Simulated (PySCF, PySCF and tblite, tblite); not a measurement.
**AlBr3.OEt2 (C₄H₁₀AlBr₃O): conformers and averaged spectra**

Which conformers does AlBr3.OEt2 (C₄H₁₀AlBr₃O) (`CC[O+](CC)[Al-]([Br])([Br])[Br]`) populate, and what do their averaged NMR parameters look like?

Computed with tblite 0.8.0 (tight binding) and PySCF 2.14.0 (DFT, with response routines of our own); each step states its level. Atoms count from 0 throughout.

## Step 1: The molecule as given

19 atoms, charge 0, multiplicity 1; geometry from: UFF geometry.

Bonds of the start (Å): Al5–Br6 2.39, Al5–Br7 2.37, Al5–Br8 2.38, C0–C1 1.56, C0–H10 1.11, C0–H11 1.11, C0–H9 1.10, C1–H12 1.10, C1–H13 1.11, C1–O2 1.42, C3–C4 1.53, C3–H14 1.12, C3–H15 1.13, C4–H16 1.10, C4–H17 1.11, C4–H18 1.11, O2–Al5 1.89, O2–C3 1.42.

## Step 2: GFN2-xTB relaxation, conformer 1

Job settings and geometry (Å):

```
{"job": {"xc": "GFN2-xTB", "basis": "xTB", "kind": "relax"}, "charge": 0, "multiplicity": 1}
C      1.839500    -0.647900     0.206300
C      0.931400     0.024400    -0.865200
O     -0.300900     0.546500    -0.385300
C     -1.131400    -0.407500     0.261600
C     -1.607100    -1.522500    -0.668600
Al    -0.126200     2.112700     0.649100
Br     1.753000     3.414700    -0.036400
Br    -2.070800     3.435800     0.394400
Br     0.123600     1.571300     2.957900
H      2.822100    -0.856200    -0.233200
H      1.401600    -1.616600     0.534700
H      1.978100     0.012500     1.085300
H      0.748900    -0.707000    -1.663500
H      1.525600     0.823600    -1.353400
H     -2.062900     0.084800     0.642700
H     -0.639300    -0.857500     1.173800
H     -2.430600    -2.086900    -0.195800
H     -0.785700    -2.239900    -0.893300
H     -1.978900    -1.075500    -1.618400
```

Run with:

```sh
OMP_NUM_THREADS=1 python ens_run.py task.json out
```

This one command runs the whole study; its stages follow in the order run.

Output:

```text
step      E/eV     max force
  0    -850.79560    2.124
  1    -851.01765    1.705
  2    -851.20927    0.812
  3    -851.25644    0.677
  4    -851.29689    0.440
  5    -851.31443    0.415
  6    -851.33475    0.355
  7    -851.35138    0.333
  8    -851.36255    0.194
  9    -851.36873    0.169
 10    -851.37259    0.156
 11    -851.37639    0.148
 12    -851.38169    0.260
 13    -851.38843    0.354
 14    -851.39520    0.281
 15    -851.40044    0.180
 16    -851.40499    0.162
 17    -851.40983    0.328
 18    -851.41510    0.378
 19    -851.41999    0.267
 20    -851.42354    0.109
 21    -851.42626    0.133
 22    -851.42911    0.213
 23    -851.43195    0.194
 24    -851.43430    0.102
 25    -851.43618    0.097
 26    -851.43793    0.138
 27    -851.43974    0.170
 28    -851.44157    0.136
 29    -851.44355    0.112
 30    -851.44597    0.122
 31    -851.44872    0.166
 32    -851.45117    0.138
 33    -851.45319    0.138
 34    -851.45527    0.123
 35    -851.45777    0.141
 36    -851.46070    0.158
 37    -851.46337    0.102
 38    -851.46533    0.101
 39    -851.46692    0.100
 40    -851.46864    0.134
 41    -851.47049    0.105
 42    -851.47224    0.105
 43    -851.47392    0.118
 44    -851.47561    0.124
 45    -851.47720    0.124
 46    -851.47871    0.099
 47    -851.48018    0.112
 48    -851.48154    0.091
 49    -851.48258    0.085
 50    -851.48337    0.084
 51    -851.48401    0.070
 52    -851.48514    0.089
 53    -851.48601    0.112
 54    -851.48711    0.089
 55    -851.48785    0.070
 56    -851.48859    0.061
 57    -851.48939    0.070
 58    -851.49019    0.068
 59    -851.49072    0.050
 60    -851.49111    0.057
 61    -851.49160    0.060
 62    -851.49236    0.082
 63    -851.49342    0.114
 64    -851.49462    0.106
 65    -851.49574    0.092
 66    -851.49698    0.096
 67    -851.49849    0.109
 68    -851.50104    0.144
 69    -851.50295    0.119
 70    -851.50452    0.064
 71    -851.50551    0.066
 72    -851.50625    0.129
 73    -851.50725    0.127
 74    -851.50828    0.076
 75    -851.50913    0.045
 76    -851.50960    0.056
 77    -851.51011    0.065
 78    -851.51068    0.074
 79    -851.51137    0.078
 80    -851.51195    0.043
 81    -851.51223    0.035
 82    -851.51223    0.035
 83    -851.51236    0.031
 84    -851.51279    0.032
 85    -851.51289    0.029
 86    -851.51313    0.024
 87    -851.51327    0.029
 88    -851.51348    0.035
 89    -851.51367    0.035
 90    -851.51386    0.037
 91    -851.51401    0.034
 92    -851.51416    0.031
 93    -851.51430    0.034
 94    -851.51442    0.021
 95    -851.51450    0.018
 96    -851.51455    0.018
 97    -851.51461    0.024
 98    -851.51468    0.020
 99    -851.51474    0.016
100    -851.51480    0.017
101    -851.51489    0.026
102    -851.51501    0.031
103    -851.51515    0.029
104    -851.51530    0.031
105    -851.51545    0.028
106    -851.51565    0.043
107    -851.51594    0.048
108    -851.51630    0.041
109    -851.51670    0.048
110    -851.51719    0.056
111    -851.51782    0.071
112    -851.51857    0.071
113    -851.51935    0.057
114    -851.52004    0.054
115    -851.52074    0.072
116    -851.52154    0.078
117    -851.52236    0.059
118    -851.52305    0.059
119    -851.52352    0.061
120    -851.52356    0.086
121    -851.52423    0.049
122    -851.52459    0.042
123    -851.52504    0.043
124    -851.52530    0.042
125    -851.52559    0.041
126    -851.52584    0.034
127    -851.52606    0.029
128    -851.52625    0.033
129    -851.52648    0.036
130    -851.52675    0.042
131    -851.52706    0.038
132    -851.52735    0.044
133    -851.52761    0.043
134    -851.52786    0.036
135    -851.52810    0.031
136    -851.52826    0.032
137    -851.52839    0.027
138    -851.52852    0.030
139    -851.52864    0.026
140    -851.52877    0.022
141    -851.52889    0.025
142    -851.52902    0.028
143    -851.52921    0.031
144    -851.52944    0.037
145    -851.52968    0.035
146    -851.52989    0.037
147    -851.53012    0.035
148    -851.53043    0.041
149    -851.53082    0.060
150    -851.53117    0.054
151    -851.53137    0.038
152    -851.53152    0.030
153    -851.53164    0.027
154    -851.53183    0.036
155    -851.53196    0.033
156    -851.53207    0.018
157    -851.53213    0.016
158    -851.53218    0.016
159    -851.53222    0.014
160    -851.53226    0.010
161    -851.53228    0.011
162    -851.53231    0.015
163    -851.53235    0.017
164    -851.53239    0.015
165    -851.53242    0.017
166    -851.53246    0.019
167    -851.53250    0.020
168    -851.53256    0.025
169    -851.53261    0.022
170    -851.53267    0.014
171    -851.53271    0.019
172    -851.53277    0.027
173    -851.53286    0.031
174    -851.53296    0.026
175    -851.53306    0.021
176    -851.53312    0.016
177    -851.53316    0.018
178    -851.53320    0.019
179    -851.53323    0.016
180    -851.53326    0.010
181    -851.53327    0.008
182    -851.53328    0.007
183    -851.53330    0.010
184    -851.53331    0.009
185    -851.53332    0.008
186    -851.53334    0.007
187    -851.53335    0.009
188    -851.53336    0.011
189    -851.53337    0.008
190    -851.53338    0.007
191    -851.53339    0.007
192    -851.53340    0.009
193    -851.53341    0.009
194    -851.53342    0.008
195    -851.53343    0.007
196    -851.53344    0.010
197    -851.53346    0.011
198    -851.53347    0.008
199    -851.53348    0.006
200    -851.53348    0.006
201    -851.53349    0.007
202    -851.53349    0.008
203    -851.53350    0.007
204    -851.53351    0.006
205    -851.53351    0.006
206    -851.53352    0.005
207    -851.53352    0.005
208    -851.53353    0.004
209    -851.53353    0.004
```

It took 2.6 s on 1 thread of Intel Xeon 6975P-C, shared host.

Relaxing gained 0.738 eV and moved the atoms by 0.61 Å on average (rms).

GFN2-xTB relaxation, conformer 2:

Job settings and geometry (Å):

```
{"job": {"xc": "GFN2-xTB", "basis": "xTB", "kind": "relax"}, "charge": 0, "multiplicity": 1}
C     -1.240500     1.404800    -1.189400
C     -0.767300     0.874900     0.142400
O     -0.056800    -0.368700    -0.054500
C      1.188100    -0.365700     0.614900
C      2.243500     0.383500    -0.175300
Al    -1.111000    -1.856000     0.457300
Br    -3.296500    -1.719800    -0.455100
Br    -0.072000    -3.840800    -0.324200
Br    -1.256800    -1.945100     2.830200
H     -1.934600     0.677700    -1.668800
H     -0.385200     1.589100    -1.859800
H     -1.798600     2.359600    -1.035000
H     -1.639100     0.784100     0.851100
H     -0.124900     1.668400     0.600500
H      1.587400    -1.398600     0.732800
H      1.110700     0.049300     1.665800
H      2.318600    -0.039800    -1.201500
H      3.231600     0.286400     0.315400
H      1.993500     1.466000    -0.254600
```

Output:

```text
step      E/eV     max force
  0    -850.73116    2.074
  1    -850.97654    1.660
  2    -851.17183    0.811
  3    -851.22061    0.539
  4    -851.26066    0.413
  5    -851.27909    0.411
  6    -851.29721    0.365
  7    -851.31206    0.290
  8    -851.32371    0.257
  9    -851.33003    0.194
 10    -851.33340    0.136
 11    -851.33625    0.125
 12    -851.34021    0.219
 13    -851.34486    0.277
 14    -851.34940    0.213
 15    -851.35345    0.148
 16    -851.35788    0.217
 17    -851.36316    0.341
 18    -851.36872    0.350
 19    -851.37350    0.213
 20    -851.37680    0.117
 21    -851.37951    0.177
 22    -851.38291    0.251
 23    -851.38657    0.221
 24    -851.39007    0.128
 25    -851.39335    0.136
 26    -851.39670    0.195
 27    -851.40041    0.242
 28    -851.40472    0.212
 29    -851.41018    0.178
 30    -851.41741    0.221
 31    -851.42556    0.275
 32    -851.43255    0.224
 33    -851.43745    0.167
 34    -851.44041    0.135
 35    -851.44280    0.127
 36    -851.44538    0.136
 37    -851.44736    0.098
 38    -851.44865    0.078
 39    -851.44958    0.065
 40    -851.45068    0.094
 41    -851.45193    0.078
 42    -851.45305    0.071
 43    -851.45403    0.075
 44    -851.45518    0.077
 45    -851.45675    0.113
 46    -851.45869    0.146
 47    -851.46039    0.112
 48    -851.46148    0.067
 49    -851.46224    0.056
 50    -851.46297    0.097
 51    -851.46369    0.102
 52    -851.46430    0.069
 53    -851.46484    0.059
 54    -851.46553    0.078
 55    -851.46667    0.146
 56    -851.46847    0.189
 57    -851.47065    0.161
 58    -851.47248    0.083
 59    -851.47385    0.076
 60    -851.47520    0.129
 61    -851.47672    0.147
 62    -851.47869    0.114
 63    -851.48109    0.095
 64    -851.48332    0.118
 65    -851.48529    0.158
 66    -851.48755    0.131
 67    -851.48899    0.087
 68    -851.48998    0.079
 69    -851.49074    0.091
 70    -851.49176    0.075
 71    -851.49256    0.063
 72    -851.49306    0.052
 73    -851.49340    0.036
 74    -851.49340    0.036
 75    -851.49353    0.031
 76    -851.49384    0.035
 77    -851.49392    0.034
 78    -851.49410    0.024
 79    -851.49420    0.025
 80    -851.49439    0.039
 81    -851.49461    0.051
 82    -851.49488    0.038
 83    -851.49511    0.034
 84    -851.49532    0.036
 85    -851.49555    0.057
 86    -851.49582    0.056
 87    -851.49610    0.035
 88    -851.49638    0.036
 89    -851.49670    0.046
 90    -851.49708    0.062
 91    -851.49743    0.046
 92    -851.49769    0.038
 93    -851.49791    0.036
 94    -851.49816    0.059
 95    -851.49844    0.059
 96    -851.49868    0.037
 97    -851.49885    0.035
 98    -851.49901    0.036
 99    -851.49922    0.055
100    -851.49947    0.050
101    -851.49967    0.028
102    -851.49982    0.027
103    -851.49994    0.030
104    -851.50008    0.032
105    -851.50022    0.026
106    -851.50032    0.028
107    -851.50042    0.029
108    -851.50055    0.040
109    -851.50073    0.039
110    -851.50095    0.037
111    -851.50119    0.042
112    -851.50147    0.038
113    -851.50181    0.050
114    -851.50215    0.042
115    -851.50244    0.030
116    -851.50266    0.028
117    -851.50285    0.035
118    -851.50304    0.034
119    -851.50322    0.030
120    -851.50339    0.026
121    -851.50354    0.035
122    -851.50372    0.035
123    -851.50389    0.035
124    -851.50404    0.030
125    -851.50418    0.035
126    -851.50434    0.034
127    -851.50452    0.034
128    -851.50468    0.028
129    -851.50479    0.026
130    -851.50487    0.029
131    -851.50497    0.031
132    -851.50512    0.033
133    -851.50529    0.034
134    -851.50545    0.030
135    -851.50556    0.020
136    -851.50566    0.024
137    -851.50578    0.026
138    -851.50592    0.029
139    -851.50606    0.028
140    -851.50618    0.026
141    -851.50630    0.025
142    -851.50641    0.027
143    -851.50651    0.026
144    -851.50657    0.017
145    -851.50660    0.015
146    -851.50663    0.017
147    -851.50667    0.020
148    -851.50670    0.016
149    -851.50673    0.011
150    -851.50675    0.012
151    -851.50678    0.017
152    -851.50681    0.019
153    -851.50683    0.013
154    -851.50684    0.007
155    -851.50685    0.007
156    -851.50685    0.008
157    -851.50686    0.007
158    -851.50687    0.005
159    -851.50687    0.004
```

Run time: 2 s. Hardware: 1 thread of Intel Xeon 6975P-C, shared host.

Gain 0.776 eV; displacement 0.54 Å root mean square.

(Part 1 of 2 ends here.)
